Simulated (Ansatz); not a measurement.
## CrRu, space group P-6m2: a comparison of magnetic orders

Computed with Ansatz's Python interface.

Script `orders_crru.py`:
```python
'''Magnetic orders of CrRu compared.'''

import logging
import sys

import ansatz
import numpy as np

logging.basicConfig(stream=sys.stdout, format='%(levelname)s:%(name)s:%(message)s')
logger = logging.getLogger('run')
logger.setLevel(logging.INFO)

FUNCTIONAL = 'pbesol'
MESH = (12, 12, 7)
FILLING = 'Fermi-Dirac'


def count_gap(report):
    # lowest empty less highest filled band, counting bands; zero where they overlap
    return max(report.get('gap_by_band_count_ev') or 0.0, 0.0)

CELL = [
    (2.663748, 0.0, 0.0),
    (-2.663748, 4.613746, 0.0),
    (0.0, 0.0, 4.218014),
]
ATOMS = [
    ('Cr', (2 / 3, 1 / 6, 0.0)),
    ('Ru', (1 / 3, 1 / 3, 0.5)),
    ('Cr', (2 / 3, 2 / 3, 0.0)),
    ('Ru', (1 / 3, 5 / 6, 0.5)),
]


def ordered(moments):
    crystal = ansatz.Crystal(lattice=ansatz.Lattice.of(CELL))
    for (symbol, position), moment in zip(ATOMS, moments):
        crystal = crystal.atom(symbol, position, moment=moment or None)
    return crystal

# starting moments in muB, one an atom
orders = {
    'FM': [3, 0, 3, 0],
    'AFM': [3, 0, -3, 0],
}

rows = []
for label, moments in orders.items():
    base = (
        ordered(moments).calculation()
        .functional(FUNCTIONAL)
        .pseudopotentials('paw')
        .basis(34 * ansatz.Ry)
        .kpoints(*MESH)  # sampling of the Brillouin zone
        .occupations(FILLING)  # the run then minimises F = E - TS
        .spin('collinear')  # two spin channels
        .band_table()  # levels at the mesh points
    )
    data = base.run().report
    rows.append((label, data['free_energy_ev'], data['magnetization_mub'], data['absolute_magnetization_mub'], max(abs(m) for m in data['site_moments_mub']), count_gap(data)))
    print(label, 'site moments:', [round(m, 2) for m in data['site_moments_mub']])

lowest = min(row[1] for row in rows)
rows = [(row[0], 1000 * (row[1] - lowest) / 2, *row[2:]) for row in sorted(rows, key=lambda row: row[1])]
lines = [','.join(['order', 'meV/magnetic atom', 'net muB', 'absolute muB', 'largest site muB', 'gap by band count eV'])] + [','.join(f'{v:.4f}' if isinstance(v, float) else str(v) for v in row) for row in rows]
print('\n'.join(lines))
with open('orders.csv', 'w') as handle:
    handle.write('\n'.join(lines) + '\n')
print('lowest of these starts:', rows[0][0])
```

`python orders_crru.py` gives:
```text
RunWarning: the starting moments were not kept: the SCF closed with an absolute magnetisation of 5.9e-6 μB, where they sum to 6 μB in size (2 sites). That is at most 0.1 of that sum. Measured as [...]
FM site moments: [-0.0, -0.0, -0.0, -0.0]
AFM site moments: [-0.0, -0.0, 0.0, 0.0]
order,meV/magnetic atom,net muB,absolute muB,largest site muB,gap by band count eV
AFM,0.0000,0.0000,0.0000,0.0000,0.0000
FM,0.0000,-0.0000,0.0000,0.0000,0.0000
lowest of these starts: AFM
```
(Warnings from the package without file and line, shortened, repeats left out.)

The SCF didn't keep the moments it started from (some shrank, vanished or turned); what is printed is the state reached. A gap by band count of zero or less means overlapping bands, a metal. This cell is a computed structure, which may not be the phase found in nature. Levels are Kohn-Sham eigenvalues on this mesh, without spin-orbit coupling. Each row is the state reached from that start at the given structure, not necessarily the lowest of its order; other orders weren't tried. It ran for 12 min on 1 thread of Arm Neoverse V2 (shared host), peak memory 1.1 GiB.
